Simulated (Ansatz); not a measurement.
# CsHf3Cd: the cost of one run

Program: Ansatz 0.2.0. Level of theory: DFT PBE, scalar-relativistic, plane waves, PAW. These are calculated values, not measurements.

## (1) The structure to begin with

Symmetry: Pm-3m, No. 221, cubic system. The conventional cell has a = 5.163 Å, b = 5.163 Å, c = 5.163 Å, α = 90.00°, β = 90.00°, γ = 90.00°. Around Cs (site symmetry m-3m) lie 12 Hf at 3.65 Å. Around Hf (site symmetry 4/mmm) lie 2 Cd at 2.58 Å. Around Cd (site symmetry m-3m) lie 6 Hf at 2.58 Å.

Structure file:

```
Cs Hf Cd
1.0
     5.16277    0.00000    0.00000
     0.00000    5.16277    0.00000
     0.00000    0.00000    5.16277
Cs Hf Cd
1 3 1
Direct
  0.00000 0.00000 0.00000
  0.50000 0.50000 0.00000
  0.50000 0.00000 0.50000
  0.00000 0.50000 0.50000
  0.50000 0.50000 0.50000
```

The cell is invented: species swapped into a database cell of Ti3AlC (Pm-3m, No. 221), with Hf on the Ti sites, Cs on the Al sites and Cd on the C sites. The dimensions are guesses.

## (2) A first look at the guess

input.yaml

```yaml
crystal:
  lattice:
    - [5.16277462, 0.0, 0.0]
    - [0.0, 5.16277462, 0.0]
    - [0.0, 0.0, 5.16277462]
  atoms:
    - { symbol: Cs, position: [0.0, 0.0, 0.0] }
    - { symbol: Hf, position: [0.5, 0.5, 0.0] }
    - { symbol: Hf, position: [0.5, 0.0, 0.5] }
    - { symbol: Hf, position: [0.0, 0.5, 0.5] }
    - { symbol: Cd, position: [0.5, 0.5, 0.5] }
basis:
  ecutwfc: 420
kpoints:
  mp_grid: { grid: [4, 4, 4] }
hamiltonian:
  xc: pbe
scf:
  occupations: { method: gaussian, width: 0.1 }
  lower_state_search: "off"
output:
  forces: true
  stress: true
  eigenvalues: true
```

Command:

```
ansatz run input.yaml --threads 1 --pin off --max-ram 2560MiB --backend cpu --events-out ev --progress --plain --runs-dir out
```

Q: Estimate wall time and peak memory on 1 thread of Intel Xeon 6975P-C (Granite Rapids), shared host.

About 2.6 s, with a peak of 0.51 GiB.
